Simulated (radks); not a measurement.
# Ru³⁺ in [Kr] 4d4.75 5d0.25: an all-electron calculation

What are the levels of the ruthenium ion Ru3+, how large are its shells, and how does its energy divide?

The numbers are computed with radks (a radial shooting solver on a logarithmic mesh, Libxc functionals) version 1 (scalar-relativistic Kohn-Sham, r2SCAN, spin-polarised, spherical densities, finite nucleus; open shells are filled with parallel spins first), except any that are marked as measured or tabulated.

### Step 1. Starting point

```
element            : ruthenium (Z = 44)
charge             : +3
electrons          : 41
configuration      : [Kr] 4d4.75 5d0.25
nuclear rms radius : 4.4809 fm
```

### Step 2. The calculation

Input:

```text
Z 44
configuration [Kr] 4d4.75 5d0.25 5s0 5p0
relativity scalar-relativistic
functional r2scan,r2scan
spin polarised
nucleus finite rms 4.4809 fm
c 137.035999084
```

Q: Predict the outcome of this run.

**Answer**, as computed:

```
                        quantity                   value
                    total energy     -4529.25788 hartree
exchange-correlation share of it                  2.94 %
                            −T/E                  1.0341
          highest occupied level       5d up, -14.062 eV
    most extended occupied level  5d up, <r> = 4.11 bohr
 radius at density 0.001 e/bohr³               3.37 bohr
    maxima of the radial density                       4
```

5 principal shells are occupied and 4 maxima appear in the radial density; where shells overlap, one shows as a shoulder or not at all. Relativity lifts −T/E to 1.034. This is not the tabulated ground configuration, so its levels and sizes aren't those of the ground state, and no measured value stands beside it.
